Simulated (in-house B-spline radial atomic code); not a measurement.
**Hg⁷⁺: ionisation energy by several methods**

Aim: the ionisation energy of Hg⁷⁺ by several methods, each as the difference of two self-consistent energies (Hg⁷⁺ and the next ion, [Xe] 4f14 5d4).

Program: in-house B-spline radial atomic code version 1. Level of theory: non-relativistic, several functionals, spin-polarised; spherical all-electron atom at the radial basis limit. These are calculated values, not measurements, unless marked.

### 1 What is computed

| Item | Value |
| --- | --- |
| element | mercury (Z = 80) |
| charge | +7 |
| electrons | 73 |
| configuration | [Xe] 4f14 5d5 |
| nucleus | point |

Outer shells as boxes (Hund's rule):

[Xe] 4f14 5d5
```
[Xe] core
4f [↑↓][↑↓][↑↓][↑↓][↑↓][↑↓][↑↓]
5d [↑ ][↑ ][↑ ][↑ ][↑ ]
```

Where spins are not typed, each open shell is filled with up spins first.

### 2 RPBE, a GGA

Settings, as recorded:

```ini
Z = 80
electrons = 73.0
configuration = [Xe] 4f14 5d5
hamiltonian = nr
method = rpbe,pbe
spin_polarised = True
```

### 3 r2SCAN, a meta-GGA

Settings, as recorded:

```ini
Z = 80
electrons = 73.0
configuration = [Xe] 4f14 5d5
hamiltonian = nr
method = r2scan
spin_polarised = True
```

### 4 BLYP, a GGA

Settings, as recorded:

```ini
Z = 80
electrons = 73.0
configuration = [Xe] 4f14 5d5
hamiltonian = nr
method = b88,lyp
spin_polarised = True
```

### 5 AM05, a GGA

Settings, as recorded:

```ini
Z = 80
electrons = 73.0
configuration = [Xe] 4f14 5d5
hamiltonian = nr
method = am05
spin_polarised = True
```

### 6 OLYP, a GGA

Settings, as recorded:

```ini
Z = 80
electrons = 73.0
configuration = [Xe] 4f14 5d5
hamiltonian = nr
method = optx,lyp
spin_polarised = True
```

### 7 TPSS, a meta-GGA

Settings, as recorded:

```ini
Z = 80
electrons = 73.0
configuration = [Xe] 4f14 5d5
hamiltonian = nr
method = tpss,tpss
spin_polarised = True
```

Before running: The tabulated ionisation energy is 113.9 ± 2.1 eV (tabulated theoretical; NIST Atomic Spectra Database). What does each method give, and which comes nearest?

The runs gave:

| method | rung | total energy (hartree) | ΔSCF (eV) | −ε highest (eV) | ΔSCF less tabulated (eV) |
| --- | --- | --- | --- | --- | --- |
| RPBE | GGA | -18400.1476 | 118.98 | 110.16 (5d up) | +5.08 |
| BLYP | GGA | -18400.5749 | 118.63 | 109.79 (5d up) | +4.73 |
| AM05 | GGA | -18391.3865 | 118.96 | 110.13 (5d up) | +5.06 |
| OLYP | GGA | -18406.8693 | 119.47 | 110.61 (5d up) | +5.57 |
| r2SCAN | meta-GGA | -18400.3512 | 119.71 | 110.98 (5d up) | +5.81 |
| TPSS | meta-GGA | -18399.4498 | 119.10 | 110.30 (5d up) | +5.20 |

Against the tabulated ionisation energy, 113.9 ± 2.1 eV (tabulated theoretical; NIST Atomic Spectra Database), the best here is BLYP (+4.73 eV) and the worst r2SCAN (+5.81 eV, or 5.1 %). All methods miss on the same side by much the same amount, which points to something that they share. These runs lack relativity altogether, which can outweigh the gaps between the methods, so the nearest may be so by luck. These runs leave out relativity, which matters at this nuclear charge. Open shells are averaged (over orientations, and over spins where the run is restricted), while tables refer to the lowest levels. For the semilocal functionals minus the highest level recovers only 93 % of their own ΔSCF value, a mark of self-interaction.
